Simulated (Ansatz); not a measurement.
# ClH₆N₃Sn: a ladder of functionals and wavefunction methods

How much do the methods differ for ClH₆N₃Sn? The plan is to run it at one geometry with functionals of several rungs and with coupled cluster, and see how far each lands from CCSD(T) at the basis-set limit for the atomisation energy.

Program: Ansatz 0.2.0, Gaussian basis. Level of theory: functionals in def2-TZVPP, the program's frozen cores in correlated methods. These are calculated values, not measurements.

The runs, in order: LDA (SPW92), PBE-D4, revPBE-D4, BLYP-D4, r2SCAN-D4, B97M-V, PBE0-D4, B3LYP-D4, r2SCANh-D4, r2SCAN0-D4, HSE06-D4, BHLYP-D4, CAM-B3LYP-D4, LC-ωPBE, ωB97X-V, ωB97M-V, B2PLYP, PBE-QIDH; CCSD(T)/def2-SVP; CCSD(T)/def2-TZVPP; MP2/def2-QZVPP; extrapolation to the limit; RPA on PBE.

### Step 1. Structure used throughout

The geometry comes from an earlier relaxation with PBE0-D4 in a triple-zeta def2 set; it is a stationary point, not always the lowest conformer. Sn takes the def2 core potential; no spin-orbit term is included.

SMILES `[NH2][Sn]([NH2])([NH2])[Cl]`, 11 atoms, charge 0, spin multiplicity 1.

Atoms are counted from 1 here; the program's logs count them from 0.

Bond lengths: N1–Sn2 2.006 Å, N1–H6 1.013 Å, N1–H7 1.012 Å, Sn2–N3 2.006 Å, Sn2–N4 2.006 Å, Sn2–Cl5 2.354 Å, N3–H8 1.013 Å, N3–H9 1.012 Å, N4–H10 1.013 Å, N4–H11 1.012 Å. Angles: Sn2–N1–H6 112.0°, Sn2–N1–H7 113.7°, H6–N1–H7 108.2°, N1–Sn2–N3 109.2°, N1–Sn2–N4 109.2°, N1–Sn2–Cl5 109.8°, N3–Sn2–N4 109.2°, N3–Sn2–Cl5 109.8°, N4–Sn2–Cl5 109.8°, Sn2–N3–H8 112.0°, Sn2–N3–H9 113.6°, H8–N3–H9 108.2°, Sn2–N4–H10 112.0°, Sn2–N4–H11 113.7°, H10–N4–H11 108.2°.

### Step 2. LDA

This LDA is Slater exchange with PW92 correlation.

Contents of in.yaml:

```yaml
crystal:
  periodic: [false, false, false]
  atoms:
    - {symbol: N, position_ang: [-1.644604, 0.994811, -0.146747]}
    - {symbol: Sn, position_ang: [0.175242, 0.173230, 0.041677]}
    - {symbol: N, position_ang: [0.162447, -1.108383, 1.584351]}
    - {symbol: N, position_ang: [0.625098, -0.823905, -1.639307]}
    - {symbol: Cl, position_ang: [1.774865, 1.858954, 0.419726]}
    - {symbol: H, position_ang: [-1.955359, 1.012535, -1.110235]}
    - {symbol: H, position_ang: [-1.705933, 1.934683, 0.223038]}
    - {symbol: H, position_ang: [-0.642540, -0.973509, 2.183524]}
    - {symbol: H, position_ang: [0.994933, -1.061691, 2.157634]}
    - {symbol: H, position_ang: [1.018427, -1.736586, -1.445628]}
    - {symbol: H, position_ang: [1.262923, -0.327040, -2.247734]}
basis:
  gaussian: {orbitals: def2-TZVPP}
hamiltonian: {xc: lda}
output: {orbitals: {seedname: orbitals}}
```

The run is started by

```bash
ansatz run in.yaml --threads 8 --pin off --events-out ev --progress --plain --max-ram 18278MiB
```

Further steps of the session: PBE-D4 (GGA); revPBE-D4 (GGA); BLYP-D4 (GGA); r2SCAN-D4 (meta-GGA); B97M-V (meta-GGA); PBE0-D4 (hybrid); B3LYP-D4 (hybrid); r2SCANh-D4 (hybrid); r2SCAN0-D4 (hybrid); HSE06-D4 (hybrid); BHLYP-D4 (hybrid); CAM-B3LYP-D4 (range-separated); LC-ωPBE (range-separated); ωB97X-V (range-separated); ωB97M-V (range-separated); B2PLYP (double hybrid); PBE-QIDH (double hybrid); CCSD(T) in def2-SVP; CCSD(T) in def2-TZVPP; MP2 in def2-QZVPP; RPA on PBE orbitals.

Q: Predict the results of all the runs planned. Wanted: atomisation energy, CCSD(T)/CBS; farthest beyond LDA; mean size of error, GGA; mean size of error, meta-GGA; mean size of error, hybrid; mean size of error, range-separated; mean size of error, double hybrid; gap, smallest and largest; T1 diagnostic.

**Answer**, as computed:

| quantity | value |
| --- | --- |
| atomisation energy, CCSD(T)/CBS | 3505.4 kJ/mol |
| functionals within 35.1 kJ/mol (1.0 %) | BLYP-D4, B97M-V, B3LYP-D4, CAM-B3LYP-D4, ωB97X-V, ωB97M-V |
| farthest beyond LDA | BHLYP-D4 (-165.9 kJ/mol) |
| mean size of error, GGA | 37.5 kJ/mol |
| mean size of error, meta-GGA | 37.9 kJ/mol |
| mean size of error, hybrid | 86.8 kJ/mol |
| mean size of error, range-separated | 21.7 kJ/mol |
| mean size of error, double hybrid | 87.6 kJ/mol |
| gap, smallest and largest | 4.38 eV (BLYP-D4), 11.93 eV (LC-ωPBE) |
| T1 diagnostic | 0.0119 |
| triples share of the correlation energy | 3.7 % |

What this shows: The LDA atomisation energy is off by 529.8 kJ/mol (15 %): it overbinds. PBE-D4 is off by +50.9 kJ/mol. Double hybrids carry the basis error of their MP2 part in triple zeta, and no dispersion term here, so their miss is partly the set-up's. By mean error the best rung here is range-separated (21.7 kJ/mol) and the worst beyond LDA is double hybrid (87.6 kJ/mol). The gap between the best rungs is small, so their order is not settled. The reference freezes the cores and leaves out spin-orbit coupling and excitations past (T), and its outer-core shells are covered unevenly, so misses under about 35.1 kJ/mol can't be ranked. All levels share the lack of spin-orbit coupling, which lowers the free heavy atoms and so the true binding. Hartree-Fock recovers 63 % of the binding; the rest is correlation. CCSD(T) in def2-SVP is off by -385.3 kJ/mol, worse than the median functional, from the basis alone. Orbital gaps span 4.4 to 11.9 eV; exact exchange widens them. Correlated methods include outer-core shells of Sn, which these sets cover unevenly.
